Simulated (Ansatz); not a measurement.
# AlGaN: the cost of one run

Program: Ansatz 0.2.0. Level of theory: DFT PBE, scalar-relativistic, plane waves, PAW. These are calculated values, not measurements.

### 1 The structure to begin with

It takes space group P4_2/mmc (No. 131, tetragonal). Conventional cell: a = 4.164 Å, b = 4.164 Å, c = 5.031 Å, α = 90.00°, β = 90.00°, γ = 90.00°. Al (site symmetry mmm) is surrounded by 2 Ga at 2.08 Å. Ga (site symmetry mmm) is surrounded by 2 Al at 2.08 Å and 2 N at 2.08 Å. Around N (site symmetry mmm) lie 2 Ga at 2.08 Å.

Structure file:

```
CELL_PARAMETERS angstrom
4.16369 0.00000 0.00000
0.00000 4.16369 0.00000
0.00000 0.00000 5.03072
ATOMIC_POSITIONS crystal
Al 0.50000 0.00000 0.00000
Al 0.00000 0.50000 0.50000
Ga 0.50000 0.50000 0.00000
Ga 0.50000 0.50000 0.50000
N 0.00000 0.50000 0.00000
N 0.50000 0.00000 0.50000
```

A structure generator made this guess: random cell by space group and Wyckoff sites (P4_2/mmc, No. 131). The dimensions are guesses.

### 2 The guess as it stands, on a coarse mesh

File input.yaml:

```yaml
crystal:
  lattice:
    - [4.16369443, 0.0, 0.0]
    - [0.0, 4.16369443, 0.0]
    - [0.0, 0.0, 5.03071674]
  atoms:
    - { symbol: Al, position: [0.5, 0.0, 0.0] }
    - { symbol: Al, position: [0.0, 0.5, 0.5] }
    - { symbol: Ga, position: [0.5, 0.5, 0.0] }
    - { symbol: Ga, position: [0.5, 0.5, 0.5] }
    - { symbol: "N", position: [0.0, 0.5, 0.0] }
    - { symbol: "N", position: [0.5, 0.0, 0.5] }
basis:
  ecutwfc: 420
kpoints:
  mp_grid: { grid: [4, 4, 4] }
hamiltonian:
  xc: pbe
scf:
  occupations: { method: gaussian, width: 0.1 }
  lower_state_search: "off"
output:
  forces: true
  stress: true
  eigenvalues: true
```

Run with:

```bash
$ ansatz run input.yaml --threads 1 --pin off --max-ram 2560MiB --backend cpu --events-out ev --progress --plain --runs-dir out
```

What time and memory should one allow on 1 thread of Intel Xeon at 2.50GHz (Skylake/Cascade Lake), shared host?

About 7.2 s, with a peak of 0.38 GiB.
